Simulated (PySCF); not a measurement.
# SnSe: changing the method

Aim: see what other levels and later steps give for SnSe.

Program: PySCF 2.14.0. Level of theory: each script names its method and basis. These are calculated values, not measurements.

4 further runs of the same task are left out: 4 that didn't finish.

## 1. The starting structure

SnSe: 2 atoms, charge 0, spin multiplicity 1.

Bond lengths: Sn1–Se2 2.219 Å.

## 2. The base run

Input file input.py:

```python
from pyscf import gto, scf, mp

mol = gto.M(
    atom='Sn 0 0 0; Se 0 0 2.219',
    basis='sbkjc',
    ecp={'Sn': 'sbkjc', 'Se': 'sbkjc'},
    charge=0,
    spin=0,
    verbose=4,
)
mf = scf.RHF(mol)
mf.kernel()
mp.MP2(mf).kernel()
mf.dip_moment()
print('orbital energies (hartree):', mf.mo_energy[..., max(0, mol.nelec[1]-3):mol.nelec[0]+3].round(4))
```

Launch:

```sh
$ OMP_NUM_THREADS=1 python input.py
```

Its log is not repeated here.

In short: E(SCF) = -12.452390 Eh, 8 cycles, E(MP2) − E(SCF) = -0.07555 Eh, μ = 3.73 D (of the SCF density).

The bond length is a typed value, not an optimised one.

## 3. Wb97x (RKS)

Edit 1 changes functional: none (Hartree–Fock) → wb97x; SCF type: RHF → RKS; step after the SCF: mp2 → analyze.

Input file input.py:

```python
from pyscf import gto, dft

mol = gto.M(
    atom='Sn 0 0 0; Se 0 0 2.219',
    basis='sbkjc',
    ecp={'Sn': 'sbkjc', 'Se': 'sbkjc'},
    charge=0,
    spin=0,
    verbose=4,
)
mf = dft.RKS(mol, xc='wb97x')
mf.kernel()
mf.mulliken_pop()
mf.dip_moment()
print('orbital energies (hartree):', mf.mo_energy[..., max(0, mol.nelec[1]-3):mol.nelec[0]+3].round(4))
```

Launch:

```sh
$ OMP_NUM_THREADS=1 python input.py
```

## 4. Frequency run

Edit 2 changes step after the SCF: mp2 → frequency.

input.py, as its differences from that of step 2:

```diff
@@ -1,2 +1,3 @@
-from pyscf import gto, scf, mp
+from pyscf import gto, scf
+from pyscf.hessian import thermo
 
@@ -12,3 +13,4 @@
 mf.kernel()
-mp.MP2(mf).kernel()
+hess = mf.Hessian().kernel()
+print('wavenumber (cm^-1) =', thermo.harmonic_analysis(mol, hess)['freq_wavenumber'].round(1))
 mf.dip_moment()
```

## 5. Pbesol (RKS)

Edit 3 changes functional: none (Hartree–Fock) → pbesol; SCF type: RHF → RKS; step after the SCF: mp2 → analyze.

input.py, as its differences from that of step 2:

```diff
@@ -1,2 +1,2 @@
-from pyscf import gto, scf, mp
+from pyscf import gto, dft
 
@@ -10,5 +10,5 @@
 )
-mf = scf.RHF(mol)
+mf = dft.RKS(mol, xc='pbesol')
 mf.kernel()
-mp.MP2(mf).kernel()
+mf.mulliken_pop()
 mf.dip_moment()
```

Q: Predict the outcome of this session. Wanted: for each run, E(SCF); from base; gap; SCF dipole; after the SCF.

As calculated:

| run | E(SCF) (hartree) | from base (eV) | cycles | gap (eV) | SCF dipole (D) | after the SCF |
| --- | --- | --- | --- | --- | --- | --- |
| base | -12.452390 | 0 | 8 | 9.30 | 3.73 | MP2 correlation -2.056 eV |
| wb97x (RKS) | -12.767164 | not comparable | 8 | 8.59 | 3.10 | n/a |
| frequency run | -12.452390 | 0.0000 | 8 | 9.30 | 3.73 | highest mode 416 cm⁻¹ |
| pbesol (RKS) | -12.761365 | not comparable | 8 | 3.24 | 2.21 | n/a |

A lower total energy from another functional means nothing by itself.
